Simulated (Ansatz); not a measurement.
# ZnO: the cost of one run

Method: DFT LDA, frozen-core PAW, scalar-relativistic unless said, in Ansatz 0.2.0.

1 further run of the same task is left out (it didn't finish).

**1. The system as given**

The structure is hexagonal, space group P6_3mc (No. 186). Conventional cell: a = 3.249 Å, b = 3.249 Å, c = 5.206 Å, α = 90.00°, β = 90.00°, γ = 120.00°. Zn (site symmetry 3m) has 4 O at 1.97 to 1.98 Å as nearest neighbours. Around O (site symmetry 3m) lie 4 Zn at 1.97 to 1.98 Å.

As a file:

```
CELL_PARAMETERS angstrom
3.24931 0.00000 0.00000
-1.62465 2.81398 0.00000
0.00000 0.00000 5.20571
ATOMIC_POSITIONS crystal
Zn 0.33333 0.66667 0.50000
Zn 0.66667 0.33333 0.00000
O 0.66667 0.33333 0.37901
O 0.33333 0.66667 0.87901
```

Cartesian axes are those of the input's lattice vectors. The structure goes back to a database entry.

**2. Cell and atoms relaxed, PAW**

The input, input.yaml:

```yaml
crystal:
  lattice:
    - [3.24930799999, 0.0, 0.0]
    - [-1.624654, 2.81398327271, 0.0]
    - [0.0, 0.0, 5.205709]
  atoms:
    - { symbol: Zn, position: [0.333333333333, 0.666666666667, 0.5] }
    - { symbol: Zn, position: [0.666666666667, 0.333333333333, 0.0] }
    - { symbol: O, position: [0.666666666667, 0.333333333333, 0.37901] }
    - { symbol: O, position: [0.333333333333, 0.666666666667, 0.87901] }
kpoints:
  mp_grid: { grid: [10, 10, 6] }
scf:
  occupations: { method: fermi_dirac, width: 0.08 }
hamiltonian:
  xc: lda
  pseudopotentials: { kind: paw }
relax:
  f_tol: 0.002
  max_steps: 80
  cell: {}
output:
  forces: true
  stress: true
```

Launch:

```bash
$ ansatz run input.yaml --threads 1 --pin off --max-ram 3072MiB --backend cpu --events-out ev --progress --plain --runs-dir out
```

**Question.** How long does this run take on 1 thread of Arm Neoverse V1, shared host, and how much memory does it need?

About 40 s, with a peak of 0.35 GiB.
